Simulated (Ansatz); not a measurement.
# C2H7BrSi: how energies converge with the basis set

Aim: see how fast density functionals converge with the basis set for C2H7BrSi.

The runs use Ansatz 0.2.0, Gaussian basis; one geometry, several basis sets.

The runs, in order: PBE0-D4/def2-SVP; ωB97M-V/def2-SVP; PBE0-D4/def2-QZVPP; ωB97M-V/def2-QZVPP; the functionals' def2-TZVPP values are taken from earlier runs.

## (1) The relaxed structure

An earlier PBE0-D4/def2-TZVP relaxation fixed the geometry.

11 atoms, charge 0, spin multiplicity 1.

Atoms are counted from 1 here; the program's logs count them from 0.

Bond lengths: Si1–C2 1.886 Å, Si1–H5 1.488 Å, Si1–H6 1.486 Å, Si1–H7 1.488 Å, C2–C3 1.505 Å, C2–H8 1.094 Å, C2–H9 1.094 Å, C3–Br4 1.958 Å, C3–H10 1.089 Å, C3–H11 1.089 Å. Angles: C2–Si1–H5 110.2°, C2–Si1–H6 109.7°, C2–Si1–H7 110.2°, H5–Si1–H6 109.2°, H5–Si1–H7 108.5°, H6–Si1–H7 109.2°, Si1–C2–C3 112.2°, Si1–C2–H8 108.4°, Si1–C2–H9 108.4°, C3–C2–H8 110.5°, C3–C2–H9 110.5°, H8–C2–H9 106.8°, C2–C3–Br4 112.4°, C2–C3–H10 112.5°, C2–C3–H11 112.5°, Br4–C3–H10 104.9°, Br4–C3–H11 104.9°, H10–C3–H11 109.1°.

As a file:

```mol
C2H7BrSi
  3D, bonds by distance, orders not assigned

 11 10  0  0  0  0  0  0  0  0999 V2000
    0.0563    1.5349    0.1092 Si  0  0
   -0.5851   -0.2366    0.2030 C   0  0
    0.4390   -1.2378   -0.2605 C   0  0
   -0.2218   -3.0782   -0.1640 Br  0  0
    0.4247    1.8741   -1.2915 H   0  0
   -0.9964    2.4731    0.5773 H   0  0
    1.2634    1.6896    0.9647 H   0  0
   -0.8804   -0.4420    1.2361 H   0  0
   -1.4918   -0.3077   -0.4050 H   0  0
    0.7198   -1.0958   -1.3027 H   0  0
    1.3377   -1.2307    0.3540 H   0  0
  1  2  8  0
  2  3  8  0
  3  4  8  0
  1  5  8  0
  1  6  8  0
  1  7  8  0
  2  8  8  0
  2  9  8  0
  3 10  8  0
  3 11  8  0
M  END
```

## (2) PBE0-D4 in def2-SVP

The input, in.yaml:

```yaml
crystal:
  periodic: [false, false, false]
  atoms:
    - {symbol: Si, position_ang: [0.056338, 1.534911, 0.109228]}
    - {symbol: C, position_ang: [-0.585106, -0.236606, 0.202966]}
    - {symbol: C, position_ang: [0.438977, -1.237827, -0.260479]}
    - {symbol: Br, position_ang: [-0.221808, -3.078153, -0.163955]}
    - {symbol: H, position_ang: [0.424702, 1.874127, -1.291529]}
    - {symbol: H, position_ang: [-0.996387, 2.473052, 0.577282]}
    - {symbol: H, position_ang: [1.263439, 1.689645, 0.964702]}
    - {symbol: H, position_ang: [-0.880398, -0.441977, 1.236079]}
    - {symbol: H, position_ang: [-1.491760, -0.307651, -0.404996]}
    - {symbol: H, position_ang: [0.719824, -1.095780, -1.302720]}
    - {symbol: H, position_ang: [1.337677, -1.230741, 0.354022]}
basis:
  gaussian: {orbitals: def2-SVP}
hamiltonian: {xc: pbe0, dispersion: d4}
output: {orbitals: {seedname: orbitals}}
```

Launch:

```
$ ansatz run in.yaml --threads 4 --pin off --events-out ev --progress --plain --max-ram 10444MiB
```

After this run come: ωB97M-V in def2-SVP; PBE0-D4 in def2-QZVPP; ωB97M-V in def2-QZVPP.

Q: Predict the results of all the runs planned. Wanted: PBE0-D4: double and triple zeta above quadruple; ωB97M-V: double and triple zeta above quadruple.

**Answer**, as computed:

| quantity | value |
| --- | --- |
| PBE0-D4: double and triple zeta above quadruple | 15.49, 1.83 eV |
| ωB97M-V: double and triple zeta above quadruple | 15.57, 1.76 eV |

**Reading.** For PBE0-D4 the step from double to triple zeta gains 13.66 eV and the next only 1.83 eV. Total energies overstate the basis error of differences, where much of it tends to cancel. The LUMO of ωB97M-V is positive and keeps falling with the basis (2.06 to 1.34 eV): an unbound level that the basis holds in place.
